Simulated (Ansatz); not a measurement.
# CCSD/def2-SVP (core potential) run of C2HClFIn (SMILES C#[C][In]([F])[Cl])

Aim: the energy change on altering one bond length of C2HClFIn at CCSD/def2-SVP (core potential), from 2 runs. 

The results are computed with Ansatz 0.2.0.

117 further runs of the same task are left out: 1 that didn't finish, 116 set aside as unsound or not needed.

**1. Starting point**

The species is C2HClFIn (6 atoms), meant as a singlet with charge 0. As SMILES, `C#[C][In]([F])[Cl]`. The coordinates come from a PBE0-D4/def2-TZVP relaxation.

Bond lengths: C1–C2 1.206 Å, C2–In3 2.048 Å, In3–F4 1.933 Å, In3–Cl5 2.293 Å, C1–H6 1.067 Å. Angles: C1–C2–In3 179.4°, C2–In3–F4 120.7°, C2–In3–Cl5 127.6°, F4–In3–Cl5 111.7°, C2–C1–H6 179.8°.

**2. The energy at CCSD/def2-SVP (core potential)**

Input file job.yaml:

```yaml
crystal:
  periodic: [false, false, false]
  atoms:
    - symbol: C
      position_ang: [1.088300, 0.340300, 1.700800]
    - symbol: C
      position_ang: [0.438900, 0.120100, 0.708700]
    - symbol: In
      position_ang: [-0.655800, -0.235700, -0.984700]
    - symbol: F
      position_ang: [-1.773600, -1.806600, -1.123700]
    - symbol: Cl
      position_ang: [-0.759200, 1.049500, -2.880900]
    - symbol: H
      position_ang: [1.661500, 0.532400, 2.579900]
basis:
  gaussian:
    orbitals: def2-SVP
magnetization:
  spin_polarized: false
  initial_magnetization: 0
correlation:
  method: ccsd
  frozen_orbitals: {C: 1, Cl: 5, F: 1, H: 0, In: 4}
accuracy: high
scf:
  omitted_lower_state_checks: [cluster_reference, increment]
```

Run with:

```console
ansatz run job.yaml --threads 1 --pin off --max-ram 3480MiB --events-out events.jsonl --progress --plain --runs-dir runs
```

Standard output (excerpt; [...] marks lines left out):

```text
Warning: RAYON_NUM_THREADS=1 ignored (pool sized by the plan → 1); use --threads N
Functional definition: HF
  name "HF"
[...]
1941 factors; integrals over basis functions are off by at most 3.4e-9 eV
[...]
mean field -22427.45737582 eV, -824.1938566849 hartree, gradient 1.7e-8 eV, S^2 0.000000; 0 other end points of the search recorded, 0 dependent functions left out
12 core orbitals not correlated: weight in the atoms' cores, before any rotation towards them, 1.000 or more for the frozen orbitals, at most 0.000 for the correlated occupied ones
reference -22427.45737582 eV, -824.1938566849 hartree; 18, 18 occupied and 61, 61 virtual orbitals, 1941 factors
second order -17.48769048 eV of doubles, -0.00000000 eV of singles
cycle   1  -17.58856302 eV  change   -1.0e-1 eV  update   1.1e-1
[...]
cycle  23  -18.19559943 eV  change    1.6e-9 eV  update  8.7e-10
Total energy: -22445.65297526 eV, -824.8625326306 hartree
Checks for a lower state left out: cluster_reference, increment
```

Run time: 26 s. Hardware: 1 thread of Arm Neoverse V2, shared host; peak memory 0.55 GiB.

**3. The distorted shape at the same level**

Input file input.yaml:

```yaml
crystal:
  periodic: [false, false, false]
  atoms:
    - {symbol: C, position_ang: [1.119318, -0.045235, 2.269623]}
    - {symbol: C, position_ang: [0.469918, -0.265435, 1.277523]}
    - {symbol: In, position_ang: [-0.624782, -0.621235, -0.415877]}
    - {symbol: F, position_ang: [-1.742582, -2.192135, -0.554877]}
    - {symbol: Cl, position_ang: [-0.759200, 1.049500, -2.880900]}
    - {symbol: H, position_ang: [1.692518, 0.146865, 3.148723]}
basis:
  gaussian:
    orbitals: def2-SVP
accuracy: high
scf:
  omitted_lower_state_checks: [cluster_reference, increment]
correlation:
  method: ccsd
  frozen_orbitals: {C: 1, Cl: 5, F: 1, H: 0, In: 4}
```

Run with:

```console
ansatz run input.yaml --threads 1 --pin off --max-ram 3480MiB --events-out events.jsonl --progress --plain --runs-dir runs
```

Standard output (excerpt; [...] marks lines left out):

```text
Warning: RAYON_NUM_THREADS=1 ignored (pool sized by the plan → 1); use --threads N
[... 2 set-up lines as earlier in the session ...]
[...]
1913 factors; integrals over basis functions are off by at most 1.5e-8 eV
[...]
mean field -22425.88076591 eV, -824.1359173393 hartree, gradient 1.6e-8 eV, S^2 0.000000; 1 other end points of the search recorded, 0 dependent functions left out
12 core orbitals not correlated: weight in the atoms' cores, before any rotation towards them, 1.000 or more for the frozen orbitals, at most 0.000 for the correlated occupied ones
reference -22425.88076591 eV, -824.1359173393 hartree; 18, 18 occupied and 61, 61 virtual orbitals, 1913 factors
second order -17.49539656 eV of doubles, -0.00000000 eV of singles
cycle   1  -17.56431781 eV  change   -6.9e-2 eV  update   1.3e-1
[...]
cycle  25  -18.23879029 eV  change  -6.1e-10 eV  update   2.2e-9
Total energy: -22444.11955621 eV, -824.8061805199 hartree
Checks for a lower state left out: cluster_reference, increment
```

It took 26 s on 1 thread of Arm Neoverse V2, shared host; peak memory 0.54 GiB.

**4. Summary of results**

At CCSD/def2-SVP (core potential), 12 core orbitals frozen:

| quantity | value |
| --- | --- |
| first shape: total energy | -824.86253 Eh |
| first shape: correlation energy (12 core orbitals frozen) | -668.7 mEh |
| first shape: T1 diagnostic | 0.014 |
| distorted shape: total energy | -824.80618 Eh |
| distorted shape: correlation energy (12 core orbitals frozen) | -670.3 mEh |
| distorted shape: T1 diagnostic | 0.016 |
| energy change with the In3–Cl5 bond stretched from 2.293 to 2.981 Å | 1.533 eV |

In words: With the In3–Cl5 bond stretched from 2.293 to 2.981 Å the energy rises by 1.53 eV (148 kJ/mol). The first shape isn't relaxed at this level, so the change isn't measured from a minimum.
